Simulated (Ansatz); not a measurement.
From input file to script: CH10AsBOSi, SMILES C[SiH2]O[BH2-][AsH3+] in Ansatz 0.2.0.

```yaml
crystal:
  periodic: [false, false, false]
  atoms:
    - { symbol: C, position_ang: [2.744, -0.1577, 0.9255] }
    - { symbol: Si, position_ang: [1.4085, -0.1278, -0.3773] }
    - { symbol: O, position_ang: [-0.1293, 0.0313, 0.3907] }
    - { symbol: B, position_ang: [-1.1675, 0.0523, -0.6637] }
    - { symbol: As, position_ang: [-3.0032, 0.2406, 0.2235] }
    - { symbol: H, position_ang: [2.5766, -1.0175, 1.6062] }
    - { symbol: H, position_ang: [3.7345, -0.2599, 0.4366] }
    - { symbol: H, position_ang: [2.7137, 0.7864, 1.5071] }
    - { symbol: H, position_ang: [1.6452, 1.0134, -1.2757] }
    - { symbol: H, position_ang: [1.4631, -1.3826, -1.1441] }
    - { symbol: H, position_ang: [-1.019, 0.9862, -1.3944] }
    - { symbol: H, position_ang: [-1.1675, -0.9674, -1.287] }
    - { symbol: H, position_ang: [-3.0318, -1.044, 1.1145] }
    - { symbol: H, position_ang: [-3.9369, 0.2426, -1.0306] }
    - { symbol: H, position_ang: [-2.8305, 1.6042, 0.9689] }
basis:
  gaussian: { orbitals: "6-31G*" }
hamiltonian:
  xc: b3lyp
output:
  forces: true
```

The program run on that file:
```console
$ ansatz run input.yaml --threads 1 --pin off --max-ram 4096MiB --backend cpu --events-out ev --progress --plain --runs-dir out
Engine: ansatz 0.2.0, aarch64-unknown-linux-gnu
Functional definition: B3LYP
  parameter a0 = 0.2
  parameter ax = 0.72
  parameter ac = 0.81
  exchange = (1 - a0 - ax)*slater_x + ax*b88_x + a0*exact_x
  correlation = (1 - ac)*vwn_rpa_c + ac*lyp_c
1224 factors; integrals over basis functions are off by at most 8.3e-4 eV
mean field evaluation 1: about -72625.8748 eV, gradient 6.7e1 eV
mean field evaluation 2: about -72550.4099 eV, gradient 1.6e2 eV
mean field evaluation 4: about -72635.4223 eV, gradient 9.7e0 eV
mean field evaluation 8: about -72635.9239 eV, gradient 1.1e0 eV
mean field evaluation 16: about -72635.9271 eV, gradient 2.1e-4 eV
mean field -72635.92708683 eV, -2669.3210860412 hartree, gradient 4.7e-5 eV, S^2 0.000000; 0 other end points of the search recorded, 0 dependent functions left out
the calculation of the forces begins
reference -72635.92738905 eV, -2669.3210971479 hartree; 38, 38 occupied and 81, 81 virtual orbitals, 1224 factors
Total energy: -72635.92738905 eV, -2669.3210971479 hartree
Atom 0 at     2.744000    -0.157700     0.925500 Å, force     0.148770     0.002750     0.290195 eV/Å
Atom 1 at     1.408500    -0.127800    -0.377300 Å, force    -1.603353     0.193824     1.303994 eV/Å
Atom 2 at    -0.129300     0.031300     0.390700 Å, force     1.107635    -0.132496    -0.881132 eV/Å
Atom 3 at    -1.167500     0.052300    -0.663700 Å, force     1.699325    -0.120749     0.179513 eV/Å
Atom 4 at    -3.003200     0.240600     0.223500 Å, force     1.600466    -0.163006    -0.747694 eV/Å
Atom 5 at     2.576600    -1.017500     1.606200 Å, force     0.233293     0.411869    -0.179572 eV/Å
Atom 6 at     3.734500    -0.259900     0.436600 Å, force    -0.302724     0.041610     0.333520 eV/Å
Atom 7 at     2.713700     0.786400     1.507100 Å, force     0.167249    -0.457920    -0.131004 eV/Å
Atom 8 at     1.645200     1.013400    -1.275700 Å, force     0.070729     0.257196    -0.309993 eV/Å
Atom 9 at     1.463100    -1.382600    -1.144100 Å, force     0.028585    -0.297167    -0.279405 eV/Å
Atom 10 at    -1.019000     0.986200    -1.394400 Å, force    -0.490088     0.536058    -0.384856 eV/Å
Atom 11 at    -1.167500    -0.967400    -1.287000 Å, force    -0.568573    -0.493576    -0.327656 eV/Å
Atom 12 at    -3.031800    -1.044000     1.114500 Å, force    -0.889052     1.104267    -0.189273 eV/Å
Atom 13 at    -3.936900     0.242600    -1.030600 Å, force    -0.155338     0.088753     1.398379 eV/Å
Atom 14 at    -2.830500     1.604200     0.968900 Å, force    -1.046924    -0.971414    -0.075015 eV/Å
Dipole moment:    -0.970998     0.091777     0.326676 e Å
```

The script, `ch10asbosi_energy.py`:
```python
# -*- coding: utf-8 -*-
"""Electronic structure of the CH10AsBOSi molecule."""

import sys

import ansatz as az
import numpy as np

BASIS_SET = "6-31G*"
FUNCTIONAL = "B3LYP"

GEOMETRY = """
C     2.74400   -0.15770    0.92550
Si    1.40850   -0.12780   -0.37730
O    -0.12930    0.03130    0.39070
B    -1.16750    0.05230   -0.66370
As   -3.00320    0.24060    0.22350
H     2.57660   -1.01750    1.60620
H     3.73450   -0.25990    0.43660
H     2.71370    0.78640    1.50710
H     1.64520    1.01340   -1.27570
H     1.46310   -1.38260   -1.14410
H    -1.01900    0.98620   -1.39440
H    -1.16750   -0.96740   -1.28700
H    -3.03180   -1.04400    1.11450
H    -3.93690    0.24260   -1.03060
H    -2.83050    1.60420    0.96890
"""

ch10asbosi = az.Crystal.molecule()
for line in GEOMETRY.strip().splitlines():
    symbol, *xyz = line.split()
    ch10asbosi = ch10asbosi.atom(symbol, [float(v) for v in xyz])

job = ch10asbosi.calculation()
job = job.basis(gaussian=BASIS_SET).functional(FUNCTIONAL)
job = job.forces()
try:
    report = job.run(threads=1).report
except az.AnsatzError as error:
    sys.exit(f"{type(error).__name__}: {error}")

print("reference energy %16.6f eV" % report["reference_energy_ev"])
print("total energy     %16.6f eV" % report["free_energy_ev"])
print("occupied orbitals outside the frozen core (up, down):", report["n_occupied"], " frozen:", report["n_frozen"], " virtual:", report["n_virtual"])

symbols = [site.symbol for site in ch10asbosi.cartesian_sites]
print("forces (eV/A)")
for symbol, f in zip(symbols, report["forces_ev_ang"]):
    print(f"  {symbol:2s} {f[0]:9.4f} {f[1]:9.4f} {f[2]:9.4f}")

charges = report["charge_distribution"]
dipole = np.array(charges["dipole_moment_e_ang"]) * 4.803205
print("dipole (D): {:.3f} {:.3f} {:.3f}, length {:.3f}".format(*dipole, np.linalg.norm(dipole)))
print("atom  Mulliken   Lowdin")
for symbol, m, l in zip(symbols, charges["mulliken_charges_e"], charges["lowdin_charges_e"]):
    print(f"{symbol:4s} {m:9.3f} {l:8.3f}")
```

Running `python ch10asbosi_energy.py` prints:
```text
reference energy    -72635.927389 eV
total energy        -72635.927389 eV
occupied orbitals outside the frozen core (up, down): [38, 38]  frozen: 0  virtual: [81, 81]
forces (eV/A)
  C     0.1488    0.0028    0.2902
  Si   -1.6034    0.1938    1.3040
  O     1.1076   -0.1325   -0.8811
  B     1.6993   -0.1207    0.1795
  As    1.6005   -0.1630   -0.7477
  H     0.2333    0.4119   -0.1796
  H    -0.3027    0.0416    0.3335
  H     0.1672   -0.4579   -0.1310
  H     0.0707    0.2572   -0.3100
  H     0.0286   -0.2972   -0.2794
  H    -0.4901    0.5361   -0.3849
  H    -0.5686   -0.4936   -0.3277
  H    -0.8891    1.1043   -0.1893
  H    -0.1553    0.0888    1.3984
  H    -1.0469   -0.9714   -0.0750
dipole (D): -4.664 0.441 1.569, length 4.940
atom  Mulliken   Lowdin
C       -0.654   -0.506
Si       0.633    0.359
O       -0.627   -0.175
B        0.250   -0.550
As      -0.031    0.331
H        0.161    0.142
H        0.156    0.143
H        0.161    0.142
H       -0.101   -0.091
H       -0.101   -0.091
H       -0.093    0.025
H       -0.093    0.025
H        0.117    0.083
H        0.107    0.081
H        0.117    0.083
```

Notes:
- Total energies depend on the basis set; only differences at equal settings carry meaning.
- The geometry is a force-field or estimated start, not a minimum of this method, and the basis set is short of its limit.
- The Löwdin charges here are taken after orthogonalising the functions within each atom; they differ from plain Löwdin charges, and their signs can be unphysical.
- b3lyp holds the VWN-RPA fit, as in Gaussian; the form of ORCA and Turbomole is b3lyp5.
- Hardware and time: 9.4 s on 1 thread of Arm Neoverse V1, with other jobs on the host, peak memory 0.36 GiB.

(Lines on the test bed's own set-up are left out of the output.)
